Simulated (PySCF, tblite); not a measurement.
**C₆H₁₁FOSi: geometry, infrared bands and NMR shifts**

Wanted: the infrared bands and NMR shifts of C₆H₁₁FOSi (`C=C(C)[C@@H]1CCO[Si@H]1F`), by calculation.

Computed with tblite 0.8.0 and PySCF 2.14.0, with density-fitted response routines of our own, on a single molecule in the gas phase. Atoms are numbered from 0 throughout.

## 1. The starting structure

20 atoms, charge 0, multiplicity 1; geometry from: force field or distance geometry start.

Bonds of the start (Å): C0–C1 1.35, C1–C2 1.50, C1–C3 1.53, C3–C4 1.56, C4–C5 1.54, C5–O6 1.44, O6–Si7 1.68, Si7–F8 1.59, Si7–C3 1.96, C0–H9 1.07, C0–H10 1.10, C2–H11 1.09, C2–H12 1.09, C2–H13 1.10, C3–H14 1.09, C4–H15 1.10, C4–H16 1.10, C5–H17 1.09, C5–H18 1.09, Si7–H19 1.49.

## 2. Optimising the geometry with GFN2-xTB

The job: settings as JSON, then the geometry in Å.

```
{"job": {"kind": "relax", "xc": "GFN2-xTB", "basis": "xTB"}, "charge": 0, "multiplicity": 1}
C     -1.747600    -1.507000    -0.135200
C     -1.350300    -0.228700     0.009100
C     -2.324500     0.821900     0.452400
C      0.060400     0.266000    -0.292500
C      1.089600    -0.764200    -0.841700
C      2.485100    -0.140700    -0.679100
O      2.616800     0.399000     0.650800
Si     1.124000     0.930400     1.210500
F      1.078100     2.521600     1.186900
H     -1.106800    -2.301200    -0.469600
H     -2.786100    -1.796400     0.071600
H     -2.066700     1.235500     1.427000
H     -2.364000     1.641800    -0.271900
H     -3.347500     0.428600     0.529200
H     -0.012700     1.096300    -0.998900
H      1.060300    -1.699200    -0.265700
H      0.889000    -0.999600    -1.895000
H      2.656100     0.661600    -1.401100
H      3.269400    -0.891600    -0.817600
H      0.772200     0.336600     2.527700
```

Launch:

```console
$ OMP_NUM_THREADS=1 python probes_run.py task.json out
```

One launch serves the whole session: the jobs run in the order shown.

**Question.** This job is followed by: GFN2-xTB harmonic vibrations, gas phase; GIAO PBE0/pcSseg-1 NMR shielding, non-relativistic, gas phase. What will the session give for the following? strongest single infrared mode (GFN2-xTB); zero-point energy (GFN2-xTB); ¹³C shifts against TMS (PBE0/pcSseg-1); ¹H shifts against TMS (PBE0/pcSseg-1, means over atoms taken as alike); ¹⁷O shifts against H2O (PBE0/pcSseg-1); ²⁹Si shifts against TMS (PBE0/pcSseg-1); ¹⁹F shifts against CFCl3 (PBE0/pcSseg-1); surface potential, 1st and 99th percentile.

The runs gave:

```
                                                              quantity                                                     value
                             strongest single infrared mode (GFN2-xTB)                                     2430 cm⁻¹, 237 km/mol
                                          zero-point energy (GFN2-xTB)                                             99.4 kcal/mol
                                ¹³C shifts against TMS (PBE0/pcSseg-1)                  151.0, 111.6, 70.0, 39.7, 33.2, 29.8 ppm
¹H shifts against TMS (PBE0/pcSseg-1, means over atoms taken as alike)  5.07, 4.84, 4.78, 4.42, 4.34, 2.09, 1.96, 1.94, 1.93 ppm
                                ¹⁷O shifts against H2O (PBE0/pcSseg-1)                                                  76.6 ppm
                               ²⁹Si shifts against TMS (PBE0/pcSseg-1)                                                   3.8 ppm
                              ¹⁹F shifts against CFCl3 (PBE0/pcSseg-1)                                                -158.4 ppm
                                 surface potential, 1st and 99th percentile                                        -1.31 V and 1.10 V
```

What this shows: Relaxing lowered the energy by 0.238 eV in 60 steps; the close pair that moved most is O6–Si7, from 1.681 to 1.622 Å. All 54 modes are real, so the xTB geometry is a minimum. The strongest single mode, at 2430 cm⁻¹, moves mainly H19. Unscaled tight-binding wavenumbers are off by several per cent, some by more. Its intensities can rank the bands wrongly. C1 (fully substituted alkene carbon) lies farthest downfield among carbon, at 151.0 ppm; as expected for a trigonal carbon in a double bond. At PBE0/pcSseg-1: The largest span, 244 ppm, is at C1, where the paramagnetic term is -224 ppm.
